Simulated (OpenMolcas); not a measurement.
# A workflow on B

Aim: a series of 9 runs (ROHF/def2-SVP, CASSCF(3,4)/def2-SVP, CASPT2(3,4)/def2-SVP, CASPT2[IPEA 0](3,4)/def2-SVP, SC-NEVPT2(3,4)/def2-SVP, PC-NEVPT2(3,4)/def2-SVP, MC-PDFT[tPBE](3,4)/def2-SVP, MC-PDFT[ftPBE](3,4)/def2-SVP, and more) of B. 

Program for the calculation: OpenMolcas 26.06.

52 further runs of the same task are left out: 52 set aside as unsound or not needed.

## Step 1: The energy at ROHF/def2-SVP (run 1)

step1.inp reads:

```
* B Hartree-Fock

&GATEWAY
  BasLib
  $CurrDir
  Coord
  1
  angstrom
  B        0.000000       0.000000       0.000000
  Basis
  def2-SVP
  Group
  NoSym

&SEWARD

&SCF
  UHF
  Spin
  2
  PrOrbitals
  0

&RASSCF
  FileOrb
  $Project.UnaOrb
  Spin
  2
  Nactel
  1 0 0
  Inactive
  2
  Ras2
  1
  OutOrbitals
  Canonical
  OrbListing
  Nothing
```

The basis set def2-SVP is read from a file made from the Basis Set Exchange's data (not shown).

Launch:

```
$ export MOLCAS_MEM=1860
$ pymolcas step1.inp > step1.log
```

The log of the run:

```text
--- Start Module: gateway ---
[...]
--- Stop Module: gateway /rc=_RC_ALL_IS_WELL_ ---
[...]
      Basis functions           14
[...]
--- Start Module: scf ---
[...]
       Convergence after   8 Iterations
[...]
::    Total SCF energy                                -24.5005548242
[...]
      Total spin, S                                     0.5028143485
[...]
--- Stop Module: scf /rc=_RC_ALL_IS_WELL_ ---
--- Start Module: rasscf ---
[...]
      Number of active orbitals                  1
[...]
      Spin quantum number                      0.5
[...]
      Active orbitals                            1
[...]
      Number of CSFs                             1
[...]
      Number of root(s) required                 1
[...]
      Convergence after  7 iterations
[...]
      printout of CI-coefficients larger than  0.05 for root  1
      energy=     -24.497578
      conf/sym  1     Coeff  Weight
             1  u   1.00000 1.00000
      Natural orbitals and occupation numbers for root  1
      sym 1:   1.000000
      ************************************************************************************************************************
      *                                                    Final results                                                     *
[...]
::    RASSCF root number  1 Total energy:    -24.49757764
[...]
      Total electronic charge=    5.000000
      Total            charge=   -0.000000
[...]
      Dipole Moment (debye):
      Origin of the operator (angstrom)=    0.0000    0.0000    0.0000
                   X=  4.3402E-14               Y=  3.7818E-14               Z= -5.2023E-13           Total=  5.2341E-13
      Quadrupole Moment (debye*angstrom):
[...]
--- Stop Module: rasscf /rc=_RC_ALL_IS_WELL_ ---
[...]
```

Run time: 2.3 s. Hardware: 1 thread of Arm Neoverse V1, shared host; peak memory 0.37 GiB.

## Step 2: The B atom: a single-point energy at CASSCF(3,4)/def2-SVP (run 2)

step2.input reads:

```
&GATEWAY
  BasLib=$CurrDir
  Coord
  1
  angstrom
  B        0.000000       0.000000       0.000000
  Basis=def2-SVP
  Group=NoSym

&SEWARD

&RASSCF
  FileOrb=$CurrDir/step1.RasOrb
  Spin=2
  Nactel=3 0 0
  Inactive=1
  Ras2=4
  OrbListing=Nothing
  OrbAppear=Compact
```

The basis set def2-SVP is read from a file made from the Basis Set Exchange's data (not shown).

Run the same way, it converges to -24.53167 Eh (log not shown).

Runs 3 to 5 aren't shown in full; the table further down has their settings and results.

## Step 3: The B atom: a single-point energy at PC-NEVPT2(3,4)/def2-SVP (run 6)

step6.input reads:

```
&gateway
 baslib = $CurrDir
 coord
 1
 angstrom
 B        0.000000       0.000000       0.000000
 basis = def2-SVP
 group = NoSym

&seward

&rasscf
 fileorb = $CurrDir/step2.RasOrb
 spin = 2
 nactel = 3 0 0
 inactive = 1
 ras2 = 4
 orblisting = Nothing
 orbappear = Compact

&caspt2
 pc-nevpt2
 frozen = 1
```

The basis set def2-SVP is read from a file made from the Basis Set Exchange's data (not shown).

Run the same way, it converges to -24.55150 Eh (log not shown).

Runs 7 to 8 aren't shown in full; the table further down has their settings and results.

## Step 4: The B atom: the energy at MRCI(3,4)/def2-SVP (run 9)

step9.input reads:

```
&GATEWAY
 BasLib = $CurrDir
 Coord
 1
 angstrom
 B        0.000000       0.000000       0.000000
 Basis = def2-SVP
 Group = NoSym

&SEWARD

&RASSCF
 FileOrb = $CurrDir/step2.RasOrb
 Spin = 2
 Nactel = 3 0 0
 Inactive = 1
 Ras2 = 4
 OrbListing = Nothing
 OrbAppear = Compact

&MOTRA
 LumOrb
 Frozen = 1

&GUGA
 Electrons = 3
 Spin = 2
 Inactive = 0
 Active = 4
 CIAll = 1

&MRCI
 SDCI
```

The basis set def2-SVP is read from a file made from the Basis Set Exchange's data (not shown).

Launch:

```
$ export MOLCAS_MEM=1860
$ pymolcas step9.input > step9.log
```

The log of the run:

```text
--- Start Module: gateway ---
[...]
--- Stop Module: gateway /rc=_RC_ALL_IS_WELL_ ---
[...]
      Basis functions           14
[...]
      Number of active orbitals                  4
[...]
      Spin quantum number                      0.5
[...]
      Active orbitals                            4
[...]
      Number of CSFs                            20
[...]
      Number of root(s) required                 1
[...]
      Convergence after  4 iterations
[...]
      printout of CI-coefficients larger than  0.05 for root  1
      energy=     -24.531665
      conf/sym  1111     Coeff  Weight
             1  2u00  -0.97112 0.94308
            15  0u20  -0.16871 0.02846
            18  0u02  -0.16871 0.02846
      Natural orbitals and occupation numbers for root  1
      sym 1:   1.886151   1.000000   0.056925   0.056925
      ************************************************************************************************************************
      *                                                    Final results                                                     *
[...]
::    RASSCF root number  1 Total energy:    -24.53166521
[...]
      Dipole Moment (debye):
      Origin of the operator (angstrom)=    0.0000    0.0000    0.0000
                   X=  4.4120E-14               Y=  2.6838E-14               Z= -5.1953E-13           Total=  5.2209E-13
      Quadrupole Moment (debye*angstrom):
[...]
       (But an ACPF correction will be computed)
       USE THE DEFAULT ACPF G-VALUE GFAC=  0.66666666666666663
[...]
                      CI ENERGY:   -24.55872657
[...]
                ACPF CORRECTION:    -0.00017207
[...]
      Total electronic charge=    5.000000
      Total            charge=    0.000000
[...]
     ACPF CORRECTION:     -0.00017207
[...]
  CI State   1     Total energy:    -24.55872657     QDav:     -0.00052286     QACPF:     -0.00017207
[...]
```

Wall time 1.8 s (1 thread of Arm Neoverse V1, shared host); peak memory 0.37 GiB.

## Step 5: The series

```
run                         level   active rule  inactive  energy (Eh)  dipole moment (D) of the reference  wall time
  1                 ROHF/def2-SVP             –         –   -24.497578                                0.00      2.3 s
  2          CASSCF(3,4)/def2-SVP  full valence         1   -24.531665                                0.00      1.7 s
  3          CASPT2(3,4)/def2-SVP  full valence         1   -24.551362                                0.00      1.8 s
  4  CASPT2[IPEA 0](3,4)/def2-SVP  full valence         1   -24.554062                                0.00      1.8 s
  5       SC-NEVPT2(3,4)/def2-SVP  full valence         1   -24.551458                                0.00      1.7 s
  6       PC-NEVPT2(3,4)/def2-SVP  full valence         1   -24.551497                                0.00      1.8 s
  7   MC-PDFT[tPBE](3,4)/def2-SVP  full valence         1   -24.585077                                0.00      1.9 s
  8  MC-PDFT[ftPBE](3,4)/def2-SVP  full valence         1   -24.594694                                0.00      1.9 s
  9            MRCI(3,4)/def2-SVP  full valence         1   -24.558727                                0.00      1.8 s
```

## Step 6: Outcome

| quantity | value |
| --- | --- |
| B atom, run 9: total energy | -24.55873 Eh |
| B atom, run 9: dipole moment (CASSCF density) | 0.00 D |

What this shows: Below the ROHF energy at the same shape and in the same basis (def2-SVP): CASSCF(3,4) -34.1 mEh; CASPT2(3,4) -53.8 mEh; CASPT2[IPEA 0](3,4) -56.5 mEh; SC-NEVPT2(3,4) -53.9 mEh; PC-NEVPT2(3,4) -53.9 mEh; MRCI(3,4) -61.1 mEh. Active-space methods hold only the correlation inside their space unless a perturbation or CI step follows. All runs together took 17 s, the longest 2.3 s.
